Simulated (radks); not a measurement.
**Numerical settings for Sr²⁺**

Aim: see which numerical settings matter for the strontium ion Sr2+. Each run changes a setting or two against a run with the defaults. The defaults are a mesh step of 0.008 in ln r, a mesh end at 40 bohr or more, Anderson mixing 0.5 over 9 steps and a tight residual threshold, with the energy settled to 1e-9 hartree as well; every run has a cap on iterations.

The numbers are computed with radks (a radial shooting solver on a logarithmic mesh, Libxc functionals) version 1 (scalar-relativistic Kohn-Sham, PBE, spin-polarised, spherical densities, point nucleus), except any that are marked as measured or tabulated.

**1. The atom as given**

```
element       : strontium (Z = 38)
charge        : +2
electrons     : 36
configuration : [Kr]
```

The outer shells:

Sr²⁺
```
[Ar] core
3d [↑↓][↑↓][↑↓][↑↓][↑↓]
4s [↑↓]
4p [↑↓][↑↓][↑↓]
```

**2. Default settings**

Input:

```text
Z 38
configuration [Kr]
relativity scalar-relativistic
functional pbe,pbe
spin polarised
nucleus point
c 137.035999084
max_iterations 50
```

The run is started by

```
$ python run_ks.py task.json out
```

The same process makes all the runs of this session.

**3. Mesh step in ln r 0.03**

Input: that of step 2 with these lines changed.

```diff
@@ -7,2 +7,3 @@
 c 137.035999084
+mesh_step 0.03
 max_iterations 50
```

**4. Mesh step in ln r 0.12**

Input: that of step 3 with these lines changed.

```diff
@@ -7,3 +7,3 @@
 c 137.035999084
-mesh_step 0.03
+mesh_step 0.12
 max_iterations 50
```

**5. Mesh step in ln r 0.08**

Input: that of step 4 with these lines changed.

```diff
@@ -7,3 +7,3 @@
 c 137.035999084
-mesh_step 0.12
+mesh_step 0.08
 max_iterations 50
```

**6. Mesh end (bohr) 400**

Input: that of step 5 with these lines changed.

```diff
@@ -7,3 +7,3 @@
 c 137.035999084
-mesh_step 0.08
+mesh_end 400
 max_iterations 50
```

**7. Mesh end (bohr) 20**

Input: that of step 6 with these lines changed.

```diff
@@ -7,3 +7,3 @@
 c 137.035999084
-mesh_end 400
+mesh_end 20
 max_iterations 50
```

**8. Residual threshold 1e-13**

Input: that of step 7 with these lines changed.

```diff
@@ -7,3 +7,3 @@
 c 137.035999084
-mesh_end 20
+threshold 1e-13
 max_iterations 50
```

**9. Residual threshold 0.01**

Input: that of step 8 with these lines changed.

```diff
@@ -7,3 +7,3 @@
 c 137.035999084
-threshold 1e-13
+threshold 0.01
 max_iterations 50
```

**10. Mixing 0.05**

Input: that of step 9 with these lines changed.

```diff
@@ -7,3 +7,3 @@
 c 137.035999084
-threshold 0.01
+mixing 0.05
 max_iterations 50
```

**11. Mixing history 1, mixing 0.8**

Input: that of step 10 with these lines changed.

```diff
@@ -7,3 +7,4 @@
 c 137.035999084
-mixing 0.05
+history 1
+mixing 0.8
 max_iterations 50
```

**12. Mixing history 1, mixing 1**

Input: that of step 11 with these lines changed.

```diff
@@ -8,3 +8,3 @@
 history 1
-mixing 0.8
+mixing 1
 max_iterations 50
```

**13. Mixing history 3**

Input: that of step 12 with these lines changed.

```diff
@@ -7,4 +7,3 @@
 c 137.035999084
-history 1
-mixing 1
+history 3
 max_iterations 50
```

**14. Iteration cap 2**

Input: that of step 13 with these lines changed.

```diff
@@ -7,3 +7,2 @@
 c 137.035999084
-history 3
-max_iterations 50
+max_iterations 2
```

**Question.** What will these runs give? Wanted: for each run, setting; iterations; converged; change of E.

As calculated:

```
                     setting  mesh points  iterations  converged  change of E (mhartree)    time
            Default settings         2486          14        yes                       0  0.14 s
      mesh step in ln r 0.03          663          14        yes              -0.0001203  0.05 s
      mesh step in ln r 0.12          166           2         no                       -  0.02 s
      mesh step in ln r 0.08          249           5         no                       -  0.02 s
         mesh end (bohr) 400         2764          14        yes                       0  0.15 s
          mesh end (bohr) 20         2390          14        yes                       0  0.15 s
    residual threshold 1e-13         2486          21        yes                       0  0.18 s
     residual threshold 0.01         2486          10        yes                       0  0.13 s
                 mixing 0.05         2486          17        yes                       0  0.18 s
mixing history 1, mixing 0.8         2486          34        yes                       0  0.34 s
  mixing history 1, mixing 1         2486          50         no                       -   0.6 s
            mixing history 3         2486          15        yes                       0  0.15 s
             iteration cap 2         2486           2         no                       -  0.03 s
```

In words: A zero stands for a change under the printed digits. No run that converges misses the default energy by more than 1 mhartree. Not converged or rejected: mesh step in ln r 0.12; mesh step in ln r 0.08; mixing history 1, mixing 1; iteration cap 2.
